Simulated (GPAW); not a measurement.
# WSe2 (P6_3/mmc) in GPAW: further runs, part 2 of 2

GPAW 26.7.0. The steps go on from the part before.

**4. Single point, TB-mBJ**

run.py

```python
from ase import Atoms
from ase.dft.bandgap import bandgap
from ase.io import write
from gpaw import GPAW, PW

atoms = Atoms(['W', 'W', 'Se', 'Se', 'Se', 'Se'],
              cell=[[3.2899984505, 0.0, 0.0],
                    [-1.6449992252, 2.8492222365, 0.0],
                    [0.0, 0.0, 12.97]],
              scaled_positions=[[0.3333333333, 0.6666666667, 0.25],
                                [0.6666666667, 0.3333333333, 0.75],
                                [0.3333333333, 0.6666666667, 0.621],
                                [0.6666666667, 0.3333333333, 0.121],
                                [0.3333333333, 0.6666666667, 0.879],
                                [0.6666666667, 0.3333333333, 0.379]],
              pbc=True)

calc = GPAW(mode=PW(600),
            xc='TB09',
            kpts={'size': (6, 6, 2), 'gamma': True},
            occupations={'name': 'fermi-dirac', 'width': 0.05},
            nbands=46,
            convergence={'density': 1e-05, 'energy': 1e-05},
            eigensolver='cg',
            maxiter=150,
            txt='gpaw.txt')
atoms.calc = calc
energy = atoms.get_potential_energy()
calc.write('gs.gpw')
write('result.traj', atoms)
print('Fermi level:', round(calc.get_fermi_level(), 4), 'eV')
print(f'Gap: {bandgap(calc)[0]:.4f} eV, direct: {bandgap(calc, direct=True)[0]:.4f} eV')
```

Potentials or basis: GPAW PAW data sets for LDA (gpaw-data 1.2.1), pw.

Launch:

```bash
$ OMP_NUM_THREADS=1 python run.py
```

gpaw.txt:

```text
___ ___ ___ _ _ _
 |   |   |_  | | | |
 | | | | | . | | | |
 |__ |  _|___|_____|  26.7.0
 |___|_|

Input parameters:
  convergence: {density: 1e-05,
                energy: 1e-05}
  eigensolver: cg
  kpts: {gamma: True,
         size: (6, 6, 2)}
  maxiter: 150
  mode: {ecut: 600.0,
         name: pw}
  nbands: 46
  occupations: {name: fermi-dirac,
                width: 0.05}
  xc: TB09

System changes: positions, numbers, cell, pbc, initial_charges, initial_magmoms

Initialize ...

species:
  W:
    name:    Tungsten
    Z:       74.0
    valence: 14
    core:    60
    charge:  0.0  # [|e|]
    compensation charges:
      type: gauss
      rc: 0.40  # [Å]
      lmax: 2
    cutoffs:
      filter: 2.36  # [Å]
      core: 3.02  # [Å]
    projectors
    | kind |    occ | energy [eV] | rcut [Å] |
    |------|--------|-------------|----------|
    |   5s |  2.000 |     -79.053 |    1.344 |
    |   6s |  2.000 |      -5.886 |    1.344 |
    |   5p |  6.000 |     -43.417 |    1.355 |
    |   6p |  0.000 |      -1.469 |    1.355 |
    |   5d |  4.000 |      -4.693 |    1.228 |
    |    d |        |      22.518 |    1.228 |

    Using partial waves for W as LCAO basis

  Se:
    name:    Selenium
    Z:       34.0
    valence: 6
    core:    28
    charge:  0.0  # [|e|]
    compensation charges:
      type: gauss
      rc: 0.27  # [Å]
      lmax: 2
    cutoffs:
      filter: 1.77  # [Å]
      core: 2.67  # [Å]
    projectors
    | kind |    occ | energy [eV] | rcut [Å] |
    |------|--------|-------------|----------|
    |   4s |  2.000 |     -17.472 |    0.847 |
    |   4p |  4.000 |      -6.656 |    1.005 |
    |    s |        |       9.739 |    0.847 |
    |    p |        |      20.555 |    1.005 |
    |    d |        |       0.000 |    0.847 |

    Using partial waves for Se as LCAO basis

Reference energy: -1141100.906990  # eV

Spin-paired calculation

Convergence criteria:
 Maximum [total energy] change in last 3 cyles: 1e-05 eV / valence electron
 Maximum integral of absolute [dens]ity change: 1e-05 electrons / valence electron
 Maximum integral of absolute [eigenst]ate change: 4e-08 eV^2 / valence electron
 Maximum number of scf [iter]ations: 150
 (Square brackets indicate name in SCF output, whereas a 'c' in
 the SCF output indicates the quantity has converged.)

Symmetries present (total): 12

  ( 1  1  0)  ( 1  1  0)  ( 1  0  0)  ( 1  0  0)  ( 0  1  0)  ( 0  1  0)
  ( 0 -1  0)  (-1  0  0)  ( 0  1  0)  (-1 -1  0)  ( 1  0  0)  (-1 -1  0)
  ( 0  0  1)  ( 0  0 -1)  ( 0  0  1)  ( 0  0 -1)  ( 0  0 -1)  ( 0  0  1)

  ( 0 -1  0)  ( 0 -1  0)  (-1  0  0)  (-1  0  0)  (-1 -1  0)  (-1 -1  0)
  ( 1  1  0)  (-1  0  0)  ( 1  1  0)  ( 0 -1  0)  ( 1  0  0)  ( 0  1  0)
  ( 0  0 -1)  ( 0  0  1)  ( 0  0  1)  ( 0  0 -1)  ( 0  0  1)  ( 0  0 -1)

72 k-points: 6 x 6 x 2 Monkhorst-Pack grid + [1/12,1/12,1/4]
14 k-points in the irreducible part of the Brillouin zone
       k-points in crystal coordinates                weights
   0:     0.00000000    0.00000000    0.00000000          1/72
   1:     0.00000000    0.00000000    0.50000000          1/72
   2:     0.16666667    0.00000000    0.00000000          6/72
   3:     0.16666667    0.00000000    0.50000000          6/72
   4:     0.33333333   -0.16666667    0.00000000          6/72
   5:     0.33333333   -0.16666667    0.50000000          6/72
   6:     0.33333333    0.00000000    0.00000000          6/72
   7:     0.33333333    0.00000000    0.50000000          6/72
   8:     0.33333333    0.33333333    0.00000000          2/72
   9:     0.33333333    0.33333333    0.50000000          2/72
          ...
  13:     0.50000000    0.50000000    0.50000000          3/72

Wave functions: Plane wave expansion
  Cutoff energy: 600.000 eV
  Number of coefficients (min, max): 4026, 4120
  Pulay-stress correction: 0.000000 eV/Ang^3 (de/decut=0.000000)
  Using FFTW library
  ScaLapack parameters: grid=1x1, blocksize=None
  Wavefunction extrapolation:
    Improved wavefunction reuse through dual PAW basis

Occupation numbers: Fermi-Dirac:
  width: 0.0500  # eV

Eigensolver
   CG(niter=4, rtol=3.0e-01)

Densities:
  Coarse grid: 20*20*75 grid
  Fine grid: 40*40*150 grid
  Total Charge: 0.000000

Density mixing:
  Method: separate
  Backend: msr1
  Linear mixing parameter: 0.05
  old densities: 10
  Width of damping distribution: 1.1
  Damping of long wavelength oscillations: 20

Hamiltonian:
  XC and Coulomb potentials evaluated on a 40*40*150 grid
  Using the TB09 Exchange-Correlation functional
  External potential:
    NoExternalPotential

XC parameters: TB09 with 2 nearest neighbor stencil

Number of atoms: 6
Number of atomic orbitals: 42
Number of bands in calculation: 46
Number of valence electrons: 52
Bands to converge: occupied

... initialized

Initializing position-dependent things.

Density initialized from atomic densities
Creating initial wave functions:
  42 bands from LCAO basis set
  4 bands from random numbers

        Se

           W

        Se

           Se

        W

           Se

Atomic positions and initial magnetic moments

Positions:
   0 W     -0.000000    1.899481    3.242500    ( 0.0000,  0.0000,  0.0000)
   1 W      1.644999    0.949741    9.727500    ( 0.0000,  0.0000,  0.0000)
   2 Se    -0.000000    1.899481    8.054370    ( 0.0000,  0.0000,  0.0000)
   3 Se     1.644999    0.949741    1.569370    ( 0.0000,  0.0000,  0.0000)
   4 Se    -0.000000    1.899481   11.400630    ( 0.0000,  0.0000,  0.0000)
   5 Se     1.644999    0.949741    4.915630    ( 0.0000,  0.0000,  0.0000)

Unit cell:
           periodic     x           y           z      points  spacing
  1. axis:    yes    3.289998    0.000000    0.000000    20     0.1425
  2. axis:    yes   -1.644999    2.849222    0.000000    20     0.1425
  3. axis:    yes    0.000000    0.000000   12.970000    75     0.1729

  Lengths:   3.289998   3.289998  12.970000
  Angles:   90.000000  90.000000 120.000000

Effective grid spacing dv^(1/3) = 0.1594

iter:   1 26231.047108
iter:   2 26231.931233   +1.40  -0.99
iter:   3 26233.024687   +0.67  -1.07
iter:   4 26234.085465   +0.04  -1.18
iter:   5 26235.394480   -0.47  -1.23
iter:   6 26236.682139   -0.45  -1.35
iter:   7 26238.624299   -1.11  -1.45
iter:   8 26239.996480   -1.21  -1.71
iter:   9 26240.891012   -1.96  -2.06
iter:  10 26240.938590   -2.32  -2.08
iter:  11 26240.944555   -2.59  -2.24
[... 6 lines left out ...]
iter:  18 26240.628636   -4.42  -2.68
iter:  19 26240.591483   -3.80  -3.15
iter:  20 26240.514988   -4.17  -3.15
iter:  21 26240.526713   -3.82  -3.07
iter:  22 26240.530014   -3.75  -3.57
iter:  23 26240.534742   -4.29  -3.49
iter:  24 26240.523022   -4.42  -3.46
iter:  25 26240.527552   -4.42  -3.33
iter:  26 26240.523509   -4.59  -3.80
iter:  27 26240.524890   -4.81  -3.72
iter:  28 26240.523667   -5.11  -5.11c
iter:  29 26240.524280   -5.52  -5.03c
iter:  30 26240.524201   -5.89  -4.95
iter:  31 26240.524339c  -6.39  -4.87
iter:  32 26240.523983c  -6.89  -4.79
iter:  33 26240.524095c  -7.11  -4.71
iter:  34 26240.524134c  -7.44c -4.63
iter:  35 26240.524147c  -7.80c -4.55
iter:  36 26240.524176c  -8.17c -4.48
iter:  37 26240.524175c  -8.56c -4.40
iter:  38 26240.524198c  -9.02c -4.32
iter:  39 26240.524219c  -9.27c -4.24
iter:  40 26240.524230c  -9.43c -4.16
iter:  41 26240.524472c  -8.85c -4.08
iter:  42 26240.523998c  -8.47c -3.98
iter:  43 26240.524990   -7.88c -3.92
iter:  44 26240.524350   -7.45c -4.04
iter:  45 26240.524610   -7.22  -3.91
iter:  46 26240.525155   -7.31  -4.01
iter:  47 26240.525641   -7.98c -3.99
iter:  48 26240.525431c  -7.55c -4.09
iter:  49 26240.526038   -7.81c -4.03
iter:  50 26240.526529   -7.22  -4.17
iter:  51 26240.527001   -7.02  -4.24
iter:  52 26240.528482   -6.95  -5.08c
iter:  53 26240.528657   -6.91  -5.00c
iter:  54 26240.528311c  -6.86  -4.92
iter:  55 26240.528305c  -6.85  -4.85
iter:  56 26240.528516c  -7.09  -5.81c
iter:  57 26240.528741c  -7.50c -5.73c

Converged after 57 iterations.

Dipole moment: (-0.000000, -0.000000, -0.000000) |e|*Ang

Energy contributions relative to reference atoms: (reference = -1141100.906990)

Kinetic:        -64.526579
Potential:      +61.104247
External:        +0.000000
XC:            +26245.550583
Entropy (-ST):   -0.000001
Local:           -1.599511
SIC:             +0.000000
--------------------------
Free energy:   +26240.528740
Extrapolated:  +26240.528741

Showing only first 2 kpts
 Kpt  Band  Eigenvalues  Occupancy
  0    24      7.87517    2.00000
  0    25      8.91361    1.99995
  0    26     11.60007    0.00000
  0    27     11.60008    0.00000

  1    24      8.67379    2.00000
  1    25      8.67379    2.00000
  1    26     11.60164    0.00000
  1    27     11.60164    0.00000

Fermi level: 9.43899

Gap: 1.137 eV
Transition (v -> c):
  (s=0, k=0, n=25, [0.00, 0.00, 0.00]) -> (s=0, k=4, n=26, [0.33, -0.17, 0.00])
Direct/indirect transitions are different
Direct gap: 1.625 eV
Transition at: (s=0, k=8, n=25, [0.33, 0.33, 0.00])
Writing to gs.gpw (mode='')
```

Run time: 14 min. Hardware: 1 thread of AMD EPYC, shared host; peak memory 0.4 GiB.

What came out:

| Item | Value |
| --- | --- |
| Band gap on the k mesh | 1.14 eV, indirect (least direct gap 1.62 eV) |

Caveat: a model potential gives levels but no total energy; spin-orbit coupling is left out, which moves the levels of the heavy elements.

**5. Summary**

| task | level | potentials or basis | spin | band path | band points | spin axis theta (degrees) | spin axis phi (degrees) | soc after scf | gap on the mesh (eV) |
| --- | --- | --- | --- | --- | --- | --- | --- | --- | --- |
| band structure | LDA | the program's PAW data sets (release 1.2.1) made for this functional, pw | SOC, no magnetisation | GMKGALHA,LM,KH | 100 | 90 | 45 | second variation | 0.84 |
| single point | GLLB-SC | the program's PAW data sets (release 1.2.1) made for this functional, pw | off | - | - | - | - | - | - |
| single point | TB-mBJ | GPAW PAW data sets for LDA (gpaw-data 1.2.1), pw | off | - | - | - | - | - | 1.14 |

Alike in all rows: cell as given; k mesh 6 × 6 × 2; cutoff (eV) 600; smearing fermi-dirac 0.05 eV.

Caveats: a model potential gives levels but no total energy (some runs); spin-orbit coupling is left out, which moves the levels of the heavy elements (some runs); spin-orbit coupling was added after a scalar SCF, so levels and gaps hold it while energy, forces, pressure and moments don't (some runs); this program's spin-orbit splittings come out too wide for heavy elements (some runs).

Total energies depend on the potentials used, so only differences within one code and one set of settings carry meaning.

**6. How close it comes**

Step 2. Measured gap of WSe2: 1.3 eV (indirect; “Time-resolved XUV ARPES with tunable 24–33 eV laser pulses at 30 meV resolution”, 2019, pmc:6684652). This calculation gives 0.81 eV (-0.49 eV). The value is that of LDA, without temperature or zero-point motion. Semilocal functionals fall short of measured gaps as a rule.

Step 3. The gap isn't set beside the deposited one, since the derivative discontinuity is missing.

Step 4. A measured gap of WSe2 is 1.3 eV (indirect; “Time-resolved XUV ARPES with tunable 24–33 eV laser pulses at 30 meV resolution”, 2019, pmc:6684652); the calculated 1.14 eV misses it by -0.16 eV. Spin-orbit coupling on Se, W is left out. The value is that of TB-mBJ on a finite k mesh, which can miss the band edges, without temperature or zero-point motion.
